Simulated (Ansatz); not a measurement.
# Sn2Se: what a guessed cell relaxes into

Where does this trial cell of Sn2Se go when cell and atoms are let free?

Method: DFT PBE, scalar-relativistic, plane waves, PAW, in Ansatz 0.2.0.

## Step 1: The starting structure

Symmetry: Fm-3m, No. 225, cubic system. The conventional cell has a = 7.211 Å, b = 7.211 Å, c = 7.211 Å, α = 90.00°, β = 90.00°, γ = 90.00°. Sn (site symmetry -43m) has 4 Se at 3.12 Å as nearest neighbours. Se (site symmetry m-3m) has 8 Sn at 3.12 Å as nearest neighbours.

Structure file:

```
CELL_PARAMETERS angstrom
0.00000 3.60566 3.60566
3.60566 0.00000 3.60566
3.60566 3.60566 0.00000
ATOMIC_POSITIONS crystal
Sn 0.25000 0.25000 0.25000
Sn 0.75000 0.75000 0.75000
Se 0.50000 0.50000 0.50000
```

The cell is invented: random cell by space group and Wyckoff sites (Fm-3m, No. 225). The dimensions are guesses.

## Step 2: A first look at the guess

The input, input.yaml:

```yaml
crystal:
  lattice:
    - [0.0, 3.60566072, 3.60566072]
    - [3.60566072, 0.0, 3.60566072]
    - [3.60566072, 3.60566072, 0.0]
  atoms:
    - { symbol: Sn, position: [0.25, 0.25, 0.25] }
    - { symbol: Sn, position: [0.75, 0.75, 0.75] }
    - { symbol: Se, position: [0.5, 0.5, 0.5] }
basis:
  ecutwfc: 420
kpoints:
  mp_grid: { grid: [4, 4, 4] }
hamiltonian:
  xc: pbe
scf:
  occupations: { method: gaussian, width: 0.1 }
  lower_state_search: "off"
output:
  forces: true
  stress: true
  eigenvalues: true
```

On the command line:

```console
$ ansatz run input.yaml --threads 1 --pin off --max-ram 2560MiB --backend cpu --events-out ev --progress --plain --runs-dir out
```

The program printed, cut to the lines that bear on the results:

```text
[...]
SCF converged after 6 iterations
Free energy (F): -17517.034385 eV
[...]
E sigma→0 (E₀):  -17517.029288 eV
Entropy (-TS):   -0.010194 eV (-3.398 meV/atom)
Fermi energy:    8.335998 eV
[...]
--- Forces (eV/Å), atoms counted from 1 ---
  atom   1  Sn    -0.00000000     0.00000000    -0.00000000
  atom   2  Sn     0.00000000     0.00000000     0.00000000
  atom   3  Se     0.00000000    -0.00000000     0.00000000
[...]
--- Stress (GPa, compression-positive) ---
       -0.600212      -0.000000       0.000000
       -0.000000      -0.600212       0.000000
       -0.000000      -0.000000      -0.600212
  P = ⅓ Tr σ = -0.6002 GPa (-6.002 kbar)
--- Band table (eV; the first three rows and the last of 8) ---
  k-point 0: bands = ["-40.1487", "-40.1487", "-40.1487", "-40.1476", "-40.1476", "-13.5807", "-13.5807", "-13.5468", "-13.5468", "-13.5468", "-13.4993", "-13.4993", "-13.4993", "-13.4650", "-13.4650", "-5.6495", "1.0190", "3.7511", "4.9976", "4.9976", "4.9976", "7.1810", "7.1810", [...]
[...]
```

Wall time 1 s (1 thread of Intel Xeon 6975P-C (Granite Rapids), shared host); peak memory 0.36 GiB.

Read-out: pressure -0.6 GPa, largest force 0.00 eV/Å, gap on this mesh none (metal). A guess like this is first relaxed loosely on the coarse mesh.

## Step 3: A loose first relaxation

Changes to input.yaml since step 2:

```diff
@@ -22 +22,6 @@
   eigenvalues: true
+relax:
+  adjacent_minimum: "off"
+  f_tol: 0.04
+  max_steps: 70
+  cell: { stress_tol: 0.4 }
```

On the command line:

```console
$ ansatz run input.yaml --threads 1 --pin off --max-ram 2560MiB --backend cpu --events-out ev --progress --plain --runs-dir out
```

The program printed, cut to the lines that bear on the results:

```text
Warning: RAYON_NUM_THREADS=1 ignored (pool sized by the plan → 1); use --threads N
[...]
Pseudopotentials: kind: paw
Pseudopotential: Sn, paw, valence charge 14, recommended cutoff 420 eV (normal), Sn.paw.azcp
Pseudopotential: Se, paw, valence charge 16, recommended cutoff 420 eV (normal), Se.paw.azcp
Functional definition: PBE
[...]
Crystal: 3 atoms, lattice volume = 93.753 Å³
Basis set: ecut = 420 eV, 1837 PW (Γ), exchange–correlation on 72×72×72 points (8 copies of the dense FFT grid, shifted against one another)
Bands: 27, of which v1, the nominal top of the filled ones, is band 22 counted from 1 (21 counted from 0)
Symmetry: 48 space group operations
Space group: Fm-3m (ITA 225), of the structure as read, at distance tolerance 4.5e-5 Å
k-points: 8 of 64
[...]
SCF iter   1: F=—  HF=-17517.035790 eV  |F-HF|=—  |Δ(HF+E_count)|=         —  Δρ=1.16e-3  dr2=2.46e-3  ethr=1.77e-3  ⟨swp⟩=6.0  Hψ=929  notcnv=0
[...]
  atom   2  Sn     0.00000000    -0.00000000    -0.00000000
  atom   3  Se     0.00000000     0.00000000    -0.00000000
[...]
--- Stress (GPa, compression-positive) ---
        0.046760      -0.000000      -0.000000
       -0.000000       0.046760      -0.000000
       -0.000000      -0.000000       0.046760
  P = ⅓ Tr σ = 0.0468 GPa (0.468 kbar)
--- Band table (eV; the first three rows and the last of 8) ---
[... band rows left out ...]
[...]
--- Relaxed structure (2 steps of the walk, 2 accepted, 1 SCFs on fresh bases) ---
  F+E_penalty+E_count = -17517.03717298 eV   max|allowed force component| = 7.787e-17 eV/Å   (the final SCF, on the basis selected at the relaxed cell)
  cell:  # Å, volume = 92.1849 Å³
    - [7.643058049343386e-35, 3.5854467747368752, 3.5854467747368752]
    - [3.5854467747368752, -1.019074406579118e-34, 3.5854467747368752]
    - [3.5854467747368752, 3.5854467747368752, -1.2738430082238977e-34]
  atoms:
    - { symbol: Sn, position: [0.25, 0.25, 0.25] }
    - { symbol: Sn, position: [0.7500000000000001, 0.7500000000000001, 0.7500000000000001] }
    - { symbol: Se, position: [0.5, 0.5, 0.5] }
```

Run time: 2.7 s. Hardware: 1 thread of Intel Xeon 6975P-C (Granite Rapids), shared host; peak memory 0.38 GiB.

The steps of the relaxation:

| step | E - E(step 1) (eV/cell) | largest force component (eV/Å) | pressure (GPa) | volume (Å³) |
| --- | --- | --- | --- | --- |
| 1 | 0.0000 | 0.0000 | -0.60 | 93.75 |
| 2 | -0.0030 | 0.0000 | 0.05 | 92.18 |
| 3 | -0.0028 | 0.0000 | 0.05 | 92.18 |

Step 1 is the start. Step 3 repeats the geometry before it on a plane-wave basis chosen anew for that cell, so its energy need not be comparable with the rows above.

Lengths and angles in the start's conventional setting:

|  | before | after | change |
| --- | --- | --- | --- |
| a (Å) | 7.211 | 7.171 | -0.6 % |
| b (Å) | 7.211 | 7.171 | -0.6 % |
| c (Å) | 7.211 | 7.171 | -0.6 % |
| volume (Å³/atom) | 31.25 | 30.73 | -1.7 % |
| shortest distance (Å) | 3.123 | 3.105 | -0.6 % |
| space group (0.01 Å) | Fm-3m | Fm-3m | same |

Forces and stress were held to the start's 48 operations: a distortion of lower symmetry was not tested.

## Step 4: Final relaxation

The end of the coarse run is made exact in the group found at a tolerance of 0.06 Å and reduced to its primitive cell.

The input, input.yaml:

```yaml
crystal:
  lattice:
    - [0.0, 3.5854467747, 3.5854467747]
    - [3.5854467747, 0.0, 3.5854467747]
    - [3.5854467747, 3.5854467747, 0.0]
  atoms:
    - { symbol: Sn, position: [0.25, 0.25, 0.25] }
    - { symbol: Sn, position: [0.75, 0.75, 0.75] }
    - { symbol: Se, position: [0.5, 0.5, 0.5] }
basis:
  ecutwfc: 420
kpoints:
  mp_grid: { grid: [12, 12, 12] }
hamiltonian:
  xc: pbe
scf:
  occupations: { method: gaussian, width: 0.1 }
output:
  forces: true
  stress: true
  eigenvalues: true
  write_density: true
  write_potential: true
  elf: true
  volumetric_format: npy
relax:
  adjacent_minimum: "off"
  f_tol: 0.01
  max_steps: 80
  cell: { stress_tol: 0.05 }
```

On the command line:

```console
$ ansatz run input.yaml --threads 1 --pin off --max-ram 2560MiB --backend cpu --events-out ev --progress --plain --runs-dir out
```

The program printed, cut to the lines that bear on the results:

```text
Warning: RAYON_NUM_THREADS=1 ignored (pool sized by the plan → 1); use --threads N
[...]
Pseudopotentials: kind: paw
Pseudopotential: Sn, paw, valence charge 14, recommended cutoff 420 eV (normal), Sn.paw.azcp
Pseudopotential: Se, paw, valence charge 16, recommended cutoff 420 eV (normal), Se.paw.azcp
Functional definition: PBE
[...]
Crystal: 3 atoms, lattice volume = 92.185 Å³
Basis set: ecut = 420 eV, 1807 PW (Γ), exchange–correlation on 72×72×72 points (8 copies of the dense FFT grid, shifted against one another)
Bands: 27, of which v1, the nominal top of the filled ones, is band 22 counted from 1 (21 counted from 0)
Symmetry: 48 space group operations
Space group: Fm-3m (ITA 225), of the structure as read, at distance tolerance 4.5e-5 Å
k-points: 72 of 1728
[...]
SCF iter   1: F=—  HF=-17516.940356 eV  |F-HF|=—  |Δ(HF+E_count)|=         —  Δρ=1.28e-3  dr2=3.11e-3  ethr=1.77e-3  ⟨swp⟩=6.2  Hψ=8439  notcnv=0
[...]
  atom   2  Sn     0.00000000     0.00000000     0.00000000
  atom   3  Se    -0.00000000     0.00000000     0.00000000
[...]
--- Stress (GPa, compression-positive) ---
       -0.002382      -0.000000      -0.000000
       -0.000000      -0.002382      -0.000000
       -0.000000       0.000000      -0.002382
  P = ⅓ Tr σ = -0.0024 GPa (-0.024 kbar)
--- Band table (eV; the first three rows and the last of 72) ---
[... band rows left out ...]
[...]
--- Relaxed structure (2 steps of the walk, 2 accepted, 1 SCFs on fresh bases) ---
  F+E_penalty+E_count = -17516.93881583 eV   max|allowed force component| = 1.110e-16 eV/Å   (the final SCF, on the basis selected at the relaxed cell)
  cell:  # Å, volume = 92.3323 Å³
    - [-2.388455640419808e-35, 3.5873571240294417, 3.5873571240294417]
    - [3.5873571240294417, -5.732293537007539e-35, 3.5873571240294417]
    - [3.5873571240294417, 3.5873571240294417, -1.592303760279878e-36]
  atoms:
    - { symbol: Sn, position: [0.25, 0.25, 0.25] }
    - { symbol: Sn, position: [0.75, 0.75, 0.75] }
    - { symbol: Se, position: [0.5, 0.5, 0.5] }
```

Wall time 18 s (1 thread of Intel Xeon 6975P-C (Granite Rapids), shared host); peak memory 0.5 GiB.

Relaxation path:

| step | energy from step 1 (eV/cell) | largest force component (eV/Å) | pressure (GPa) | volume (Å³) |
| --- | --- | --- | --- | --- |
| 1 | 0.0000 | 0.0000 | 0.06 | 92.18 |
| 2 | 0.0000 | 0.0000 | 0.00 | 92.33 |
| 3 | 0.0000 | 0.0000 | 0.00 | 92.33 |

Step 1 is the start. Step 3 repeats the geometry before it on a plane-wave basis chosen anew for that cell, so its energy need not be comparable with the rows above.

Lengths and angles in the start's conventional setting:

|  | before | after | change |
| --- | --- | --- | --- |
| a (Å) | 7.171 | 7.175 | +0.1 % |
| b (Å) | 7.171 | 7.175 | +0.1 % |
| c (Å) | 7.171 | 7.175 | +0.1 % |
| volume (Å³/atom) | 30.73 | 30.78 | +0.2 % |
| shortest distance (Å) | 3.105 | 3.107 | +0.1 % |
| space group (0.01 Å) | Fm-3m | Fm-3m | same |

Forces and stress were held to the start's 48 operations: a distortion of lower symmetry was not tested.

The maps below are laid out on this run's own conventional cell (a, b, c = 7.175, 7.175, 7.175 Å).

Density in a lattice plane of the grid's cell (edges 7.17 and 7.17 Å, at 0.250 of the third edge), which holds Sn.

Ten even steps from '0' (0.06 e/Å³) to '9' (16.40 e/Å³):
```
000000000000000000000000
000000000000000000000000
000000100000000000100000
000013531000000013531000
000026962000000026962000
000013531000000013531000
000000100000000000100000
000000000000000000000000
000000000000000000000000
000000000000000000000000
000000000000000000000000
000000000000000000000000
000000100000000000100000
000013531000000013531000
000026962000000026962000
000013531000000013531000
000000100000000000100000
000000000000000000000000
000000000000000000000000
000000000000000000000000
```
Columns run along the first of these edges and rows up along the second, over one cell in 24 and 20 even steps from the bottom left corner. Atoms in the plane (fractional): Sn at (0.25, 0.25), Sn at (0.75, 0.75), Sn at (0.25, 0.75), Sn at (0.75, 0.25).

ELF in the same plane.

Values, 12 rows by 12 columns:
```
0.13 0.20 0.35 0.35 0.35 0.20 0.13 0.20 0.35 0.35 0.35 0.20
0.19 0.35 0.35 0.16 0.34 0.35 0.19 0.35 0.35 0.16 0.34 0.35
0.23 0.35 0.16 0.01 0.16 0.35 0.23 0.35 0.16 0.01 0.16 0.35
0.19 0.35 0.34 0.16 0.35 0.35 0.19 0.35 0.34 0.16 0.35 0.35
0.13 0.20 0.35 0.35 0.35 0.20 0.13 0.20 0.35 0.35 0.35 0.20
0.14 0.13 0.19 0.23 0.19 0.13 0.14 0.13 0.19 0.23 0.19 0.13
0.13 0.20 0.35 0.35 0.35 0.20 0.13 0.20 0.35 0.35 0.35 0.20
0.19 0.35 0.35 0.16 0.34 0.35 0.19 0.35 0.35 0.16 0.34 0.35
0.23 0.35 0.16 0.01 0.16 0.35 0.23 0.35 0.16 0.01 0.16 0.35
0.19 0.35 0.34 0.16 0.35 0.35 0.19 0.35 0.34 0.16 0.35 0.35
0.13 0.20 0.35 0.35 0.35 0.20 0.13 0.20 0.35 0.35 0.35 0.20
0.14 0.13 0.19 0.23 0.19 0.13 0.14 0.13 0.19 0.23 0.19 0.13
```
Columns run along the first of these edges and rows up along the second, over one cell in 12 and 12 even steps from the bottom left corner. Atoms in the plane (fractional): Sn at (0.25, 0.25), Sn at (0.75, 0.75), Sn at (0.25, 0.75), Sn at (0.75, 0.25).

Both are smooth fields of the valence electrons: close to the nuclei they are not physical.

Maxima of ELF outside the ion cores: 0.79 in the shell around Se, 0.8 Å from Se.

## Step 5: Results

| quantity | value |
| --- | --- |
| symmetry at the end (tolerance 0.05 Å) | space group Fm-3m (No. 225) |
| conventional cell | a = 7.175 Å, b = 7.175 Å, c = 7.175 Å, α = 90.00°, β = 90.00°, γ = 90.00° |
| volume | 30.78 Å³/atom |
| energy over the elements, grey Sn | +0.19 eV/atom |
| gap on the mesh | none (metal) |

In words: The space group Fm-3m (No. 225) is kept, and the volume per atom shrinks by 1.5 % from the first guess. With a positive formation energy it can't be a ground state. No finished test with a distortion of lower symmetry is shown, so the end may be a saddle point.
